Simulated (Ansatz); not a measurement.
# Mo3Ru: the cost of one run

Computed with Ansatz 0.2.0 (DFT PBE, scalar-relativistic, plane waves, PAW, unless a step's input says otherwise).

## Step 1: The system as given

Symmetry: Fm-3m, No. 225, cubic system. Conventional cell: a = 6.386 Å, b = 6.386 Å, c = 6.386 Å, α = 90.00°, β = 90.00°, γ = 90.00°. Mo (site symmetry -43m) has 4 Mo at 2.77 Å and 4 Ru at 2.77 Å in its first shell of neighbours. Mo (site symmetry m-3m) is surrounded by 8 Mo at 2.77 Å. Around Ru (site symmetry m-3m) lie 8 Mo at 2.77 Å.

Structure file:

```cif
data_structure
_symmetry_space_group_name_H-M 'Fm-3m'
_symmetry_Int_Tables_number 225
_cell_length_a 6.3858
_cell_length_b 6.3858
_cell_length_c 6.3858
_cell_angle_alpha 90.000
_cell_angle_beta 90.000
_cell_angle_gamma 90.000
_cell_volume 260.40
loop_
_atom_site_label
_atom_site_type_symbol
_atom_site_symmetry_multiplicity
_atom_site_Wyckoff_symbol
_atom_site_fract_x
_atom_site_fract_y
_atom_site_fract_z
_atom_site_occupancy
Mo1 Mo 8 c 0.25000 0.75000 0.75000 1
Mo2 Mo 4 a 0.00000 0.00000 0.00000 1
Ru1 Ru 4 b 0.50000 0.00000 0.00000 1
```

Recipe of the guess: random cell by space group and Wyckoff sites (Fm-3m, No. 225). The dimensions are guesses.

## Step 2: Probe: one point on a coarse mesh

input.yaml

```yaml
crystal:
  lattice:
    - [0.0, 3.19289907, 3.19289907]
    - [3.19289907, 0.0, 3.19289907]
    - [3.19289907, 3.19289907, 0.0]
  atoms:
    - { symbol: Mo, position: [0.25, 0.25, 0.25] }
    - { symbol: Mo, position: [0.75, 0.75, 0.75] }
    - { symbol: Mo, position: [0.0, 0.0, 0.0] }
    - { symbol: Ru, position: [0.5, 0.5, 0.5] }
basis:
  ecutwfc: 420
kpoints:
  mp_grid: { grid: [6, 6, 6] }
hamiltonian:
  xc: pbe
scf:
  occupations: { method: gaussian, width: 0.1 }
  lower_state_search: "off"
output:
  forces: true
  stress: true
  eigenvalues: true
```

On the command line:

```bash
> ansatz run input.yaml --threads 1 --pin off --max-ram 2560MiB --backend cpu --events-out ev --progress --plain --runs-dir out
```

What time and memory should one allow on 1 thread of Intel Xeon at 2.50GHz (Skylake/Cascade Lake), shared host?

About 4.5 s, with a peak of 0.37 GiB.
